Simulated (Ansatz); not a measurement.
# CH₄B₂S: trial inputs and their diagnosis

Aim: try 3 inputs for CH₄B₂S as typed, read how each ends, and find what has to change.

The runs use Ansatz 0.2.0, Gaussian basis; the settings change from run to run.

1 further run of the same task is left out (it didn't finish).

## Step 1: The molecule

The geometry comes from an earlier relaxation with PBE0-D4 in a triple-zeta def2 set; it is a stationary point, not always the lowest conformer.

8 atoms, charge 0, spin multiplicity 1.

Atoms are counted from 1 here; the program's logs count them from 0.

Bond lengths: B1–B2 1.631 Å, B1–C4 1.570 Å, B1–H5 1.197 Å, B2–S3 1.816 Å, B2–H6 1.185 Å, S3–C4 1.851 Å, C4–H7 1.089 Å, C4–H8 1.084 Å. Angles: B2–B1–C4 102.6°, B2–B1–H5 126.4°, C4–B1–H5 121.6°, B1–B2–S3 75.5°, B1–B2–H6 155.6°, S3–B2–H6 126.5°, B2–S3–C4 85.9°, B1–C4–S3 75.9°, B1–C4–H7 119.9°, B1–C4–H8 120.6°, S3–C4–H7 113.6°, S3–C4–H8 107.5°, H7–C4–H8 112.5°.

## Step 2: Try 1

Contents of in.yaml:

```yaml
crystal:
  periodic: [false, false, false]
  atoms:
    - {symbol: B, position_ang: [-0.399053, 0.338368, -0.515968]}
    - {symbol: B, position_ang: [0.347172, 0.945191, 0.946114]}
    - {symbol: S, position_ang: [1.580251, -0.125850, 0.162602]}
    - {symbol: C, position_ang: [-0.167678, -1.024656, -0.246516]}
    - {symbol: H, position_ang: [-0.694738, 1.009488, -1.500076]}
    - {symbol: H, position_ang: [0.491773, 1.891958, 1.761198]}
    - {symbol: H, position_ang: [-0.009690, -1.681087, -1.344627]}
    - {symbol: H, position_ang: [-0.429835, -1.738546, 0.553430]}
basis:
  gaussian: {orbitals: def2-SVPD}
magnetization: {spin_polarized: true, initial_magnetization: 1}
hamiltonian: {xc: {name: B2GP-PLYP}}
output: {forces: true}
```

Run with:

```sh
$ ansatz run in.yaml --threads 2 --pin off --events-out ev --progress --plain --max-ram 4352MiB
```

The log of the run:

```text
Error: a molecule whose nuclei and cores have a total charge of 36 cannot have a net charge of 0 together with 1 unpaired electrons
```

Run time: 0.05 s. Hardware: 2 threads of Arm Neoverse V1, shared host.

**Diagnosis.** Refused before any calculation. The number of unpaired electrons doesn't fit the electron count. Its coordinates are also moved off the relaxed structure. To mend it, make charge and initial_magnetization agree: an even electron count takes an even number of unpaired electrons.

## Step 3: Try 2

Contents of in.yaml:

```yaml
crystal:
  periodic: [false, false, false]
  atoms:
    - {symbol: B, position_ang: [-0.570566, 0.475720, -0.343029]}
    - {symbol: B, position_ang: [0.285765, 1.055996, 0.917901]}
    - {symbol: S, position_ang: [1.375406, -0.184883, 0.161459]}
    - {symbol: C, position_ang: [-0.182257, -1.045431, -0.349473]}
    - {symbol: H, position_ang: [-0.830694, 1.061059, -1.354022]}
    - {symbol: H, position_ang: [0.590354, 1.853792, 1.738828]}
    - {symbol: H, position_ang: [-0.095774, -1.579410, -1.294349]}
    - {symbol: H, position_ang: [-0.480034, -1.693943, 0.466886]}
basis:
  gaussian: {orbitals: aug-cc-pVTZ}
magnetization: {spin_polarized: true, initial_magnetization: 8}
hamiltonian: {xc: {name: PBEsol}, dispersion: d3bjatm}
```

Same command.

The log of the run:

```text
Functional definition: PBEsol
  name "PBEsol"
  cite "Perdew et al., Phys. Rev. Lett. 100, 136406 (2008) doi:10.1103/PhysRevLett.100.136406"
  cite "Perdew, Burke & Ernzerhof, Phys. Rev. Lett. 77, 3865 (1996) doi:10.1103/PhysRevLett.77.3865"
  parent pbesol
  exchange = pbesol_x
  correlation = pbesol_c
1260 factors; their error is unknown
mean field evaluation 1: about -13215.7712 eV, gradient 5.0e1 eV
mean field evaluation 2: about -13122.5197 eV, gradient 1.2e2 eV
mean field evaluation 4: about -13214.0362 eV, gradient 4.6e1 eV
mean field evaluation 8: about -13230.4576 eV, gradient 2.8e0 eV
mean field evaluation 16: about -13230.4910 eV, gradient 1.6e-2 eV
mean field evaluation 32: about -13228.6399 eV, gradient 1.1e1 eV
mean field evaluation 64: about -13229.0723 eV, gradient 2.4e0 eV
mean field -13230.49104810 eV, -486.2115780686 hartree, gradient 2.3e-5 eV, S^2 20.004832; 8 other end points of the search recorded, 0 dependent functions left out
reference -13230.49112388 eV, -486.2115808535 hartree; 22, 14 occupied and 258, 266 virtual orbitals, 1260 factors
Total energy: -13230.55412213 eV, -486.2138959968 hartree
```

Wall time 30 s (2 threads of Arm Neoverse V1, shared host); peak memory 0.78 GiB.

**Diagnosis.** The run converged, but a converged run isn't a right one. The spin is set far too high for this molecule. It asks for 8 unpaired electrons; the ground state has 0. Its energy belongs to an excited spin state, not the ground state. Cure: set initial_magnetization back to that of the ground state.

## Step 4: Try 3

Contents of in.yaml:

```yaml
crystal:
  periodic: [false, false, false]
  atoms:
    - {symbol: B, position_ang: [-0.570566, 0.475720, -0.343029]}
    - {symbol: B, position_ang: [0.285765, 1.055996, 0.917901]}
    - {symbol: S, position_ang: [1.375406, -0.184883, 0.161459]}
    - {symbol: C, position_ang: [-0.182257, -1.045431, -0.349473]}
    - {symbol: H, position_ang: [-0.830694, 1.061059, -1.354022]}
    - {symbol: H, position_ang: [0.590354, 1.853792, 1.738828]}
    - {symbol: H, position_ang: [-0.095774, -1.579410, -1.294349]}
    - {symbol: H, position_ang: [-0.480034, -1.693943, 0.466886]}
basis:
  gaussian: {orbitals: cc-pVTZ-rifit, final_grid: {core_spheres: 20, valence_spheres: 16, degree: 47}}
total_charge: 1
magnetization: {spin_polarized: true, initial_magnetization: 1}
hamiltonian: {xc: {name: revPBE0}, dispersion: d3bjatm}
output: {forces: true}
```

Same command.

The log of the run, shortened:

```text
Functional definition: revPBE0
  name "revPBE0"
  cite "Zhang & Yang, Phys. Rev. Lett. 80, 890 (1998) doi:10.1103/PhysRevLett.80.890"
  cite "Adamo & Barone, J. Chem. Phys. 110, 6158 (1999) doi:10.1063/1.478522"
  cite "Perdew, Burke & Ernzerhof, Phys. Rev. Lett. 77, 3865 (1996) doi:10.1103/PhysRevLett.77.3865"
[...]
1415 factors; their error is unknown
[...]
mean field -13094.76305028 eV, -481.2236661486 hartree, gradient 4.7e-5 eV, S^2 0.757972; 2 other end points of the search recorded, 0 dependent functions left out
[...]
reference -13094.76306652 eV, -481.2236667453 hartree; 18, 17 occupied and 467, 468 virtual orbitals, 1415 factors
Total energy: -13095.14133426 eV, -481.2375678284 hartree
Atom 0 at    -0.570566     0.475720    -0.343029 Å, force     0.384196    -2.182593    -2.097376 eV/Å
Atom 1 at     0.285765     1.055996     0.917901 Å, force     2.677969     1.240776     1.779758 eV/Å
Atom 2 at     1.375406    -0.184883     0.161459 Å, force    -1.778469     0.589931     0.063853 eV/Å
Atom 3 at    -0.182257    -1.045431    -0.349473 Å, force    -0.020947    -0.096596    -0.254914 eV/Å
Atom 4 at    -0.830694     1.061059    -1.354022 Å, force    -0.476853     0.365639     0.591674 eV/Å
Atom 5 at     0.590354     1.853792     1.738828 Å, force    -0.615835    -0.101370    -0.196351 eV/Å
Atom 6 at    -0.095774    -1.579410    -1.294349 Å, force     0.171354     0.116132     0.162398 eV/Å
Atom 7 at    -0.480034    -1.693943     0.466886 Å, force    -0.341415     0.068082    -0.049043 eV/Å
Dipole moment:    -0.194279     0.008193     0.078687 e Å
```

Run time: 48 s. Hardware: 2 threads of Arm Neoverse V1, shared host; peak memory 1.6 GiB.

Diagnosis: It ended without an error, which proves nothing about the input. The set cc-pVTZ-rifit is made for fitting, not for orbitals. It also asks for charge 1 and multiplicity 2, another species or state than the molecule above. Its energy is that of an unsuitable basis. To mend it, name an orbital basis such as cc-pVTZ, and keep the fitting set for the fitting key, and set charge and spin to those of the species named.

## Step 5: Summary

```
try                  level      ended                                                            cause    time
  1    B2GP-PLYP/def2-SVPD    refused  the number of unpaired electrons doesn't fit the electron count  0.05 s
  2     PBEsol/aug-cc-pVTZ  converged                   the spin is set far too high for this molecule    30 s
  3  revPBE0/cc-pVTZ-rifit  converged      the set cc-pVTZ-rifit is made for fitting, not for orbitals    48 s
```

1 refused, 2 converged. A refusal costs next to no computing time. The dangerous case is the input that converges on a wrong geometry, charge, spin, basis or grid: often only a look at the input shows it.
